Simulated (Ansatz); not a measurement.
# BH6NO2Si: a ladder of functionals and wavefunction methods

One table from this session's results is given with a row withheld; the runs are named, their logs left out.

Method: functionals in def2-TZVPP, the program's frozen cores in correlated methods; program: Ansatz 0.2.0, Gaussian basis.

Plan: PBE-D4, r2SCAN-D4, PBE0-D4, B3LYP-D4, ωB97X-V, ωB97M-V, B2PLYP; CCSD(T)/def2-TZVPP; MP2/def2-QZVPP; extrapolation to the limit.

### The geometry

An earlier PBE0-D4 in a triple-zeta def2 set relaxation fixed the geometry.

11 atoms, charge 0, spin multiplicity 1.

Atoms are counted from 1 here; the program's logs count them from 0.

Bond lengths: B1–Si2 1.927 Å, B1–N3 1.676 Å, B1–H6 1.197 Å, B1–H7 1.200 Å, Si2–N3 1.850 Å, Si2–O4 1.635 Å, Si2–O5 1.648 Å, N3–H8 1.011 Å, N3–H9 1.011 Å, O4–H10 0.960 Å, O5–H11 0.958 Å. Angles: Si2–B1–N3 61.3°, Si2–B1–H6 120.4°, Si2–B1–H7 117.2°, N3–B1–H6 112.3°, N3–B1–H7 111.1°, H6–B1–H7 119.0°, B1–Si2–N3 52.6°, B1–Si2–O4 126.5°, B1–Si2–O5 126.6°, N3–Si2–O4 108.6°, N3–Si2–O5 108.9°, O4–Si2–O5 106.5°, B1–N3–Si2 66.0°, B1–N3–H8 115.0°, B1–N3–H9 116.3°, Si2–N3–H8 119.7°, Si2–N3–H9 122.1°, H8–N3–H9 110.6° and more.

As a file:

```xyz
11
charge 0, multiplicity 1
B    -0.71259    1.15091    0.53840
Si    0.10408   -0.05267   -0.72530
N     0.25098   -0.09134    1.11833
O     1.60289    0.07850   -1.36608
O    -0.50265   -1.49461   -1.24246
H    -0.23539    2.22874    0.74487
H    -1.86697    0.96386    0.80761
H     1.11178    0.20465    1.55813
H    -0.21255   -0.79302    1.67895
H     1.97949   -0.72349   -1.73590
H    -1.45377   -1.52854   -1.35596
```

The first run:

File in.yaml:

```yaml
crystal:
  periodic: [false, false, false]
  atoms:
    - {symbol: B, position_ang: [-0.712590, 1.150908, 0.538396]}
    - {symbol: Si, position_ang: [0.104077, -0.052666, -0.725300]}
    - {symbol: N, position_ang: [0.250983, -0.091344, 1.118326]}
    - {symbol: O, position_ang: [1.602889, 0.078502, -1.366077]}
    - {symbol: O, position_ang: [-0.502647, -1.494614, -1.242460]}
    - {symbol: H, position_ang: [-0.235388, 2.228743, 0.744874]}
    - {symbol: H, position_ang: [-1.866970, 0.963856, 0.807615]}
    - {symbol: H, position_ang: [1.111781, 0.204654, 1.558133]}
    - {symbol: H, position_ang: [-0.212554, -0.793017, 1.678951]}
    - {symbol: H, position_ang: [1.979493, -0.723485, -1.735896]}
    - {symbol: H, position_ang: [-1.453772, -1.528538, -1.355962]}
basis:
  gaussian: {orbitals: def2-TZVPP}
hamiltonian: {xc: pbe, dispersion: d4}
output: {forces: true, orbitals: {seedname: orbitals}}
```

Launch:

```
ansatz run in.yaml --threads 4 --pin off --events-out ev --progress --plain --max-ram 10444MiB
```

Steps of the session up to this table: PBE-D4 (GGA); r2SCAN-D4 (meta-GGA); PBE0-D4 (hybrid); B3LYP-D4 (hybrid); ωB97X-V (range-separated); ωB97M-V (range-separated); B2PLYP (double hybrid); CCSD(T) in def2-TZVPP; MP2 in def2-QZVPP.

One table of the session follows, with a row left open; its other results are not shown here.

It belongs to the step «Atomisation energies». 

| method | atomisation energy (kJ/mol) |
| --- | --- |
| PBE-D4 | 4141.3 |
| r2SCAN-D4 | 4078.4 |
| PBE0-D4 | 4048.9 |
| B3LYP-D4 | 4065.8 |
| ωB97X-V | 4082.3 |
| ωB97M-V | ? |
| B2PLYP | 4024.4 |
| HF/def2-TZVPP | 2846.1 |
| MP2/def2-TZVPP | 4038.4 |
| CCSD/def2-TZVPP | 3884.6 |
| CCSD(T)/def2-TZVPP | 3949.1 |
| MP2/CBS | 4163.1 |
| CCSD(T)/CBS | 4073.8 |

Q: Estimate the row for ωB97M-V from the others.

As computed: atomisation energy (kJ/mol): 4092.7. In the column «atomisation energy (kJ/mol)» it lies between ωB97X-V (4082.3) and PBE-D4 (4141.3).
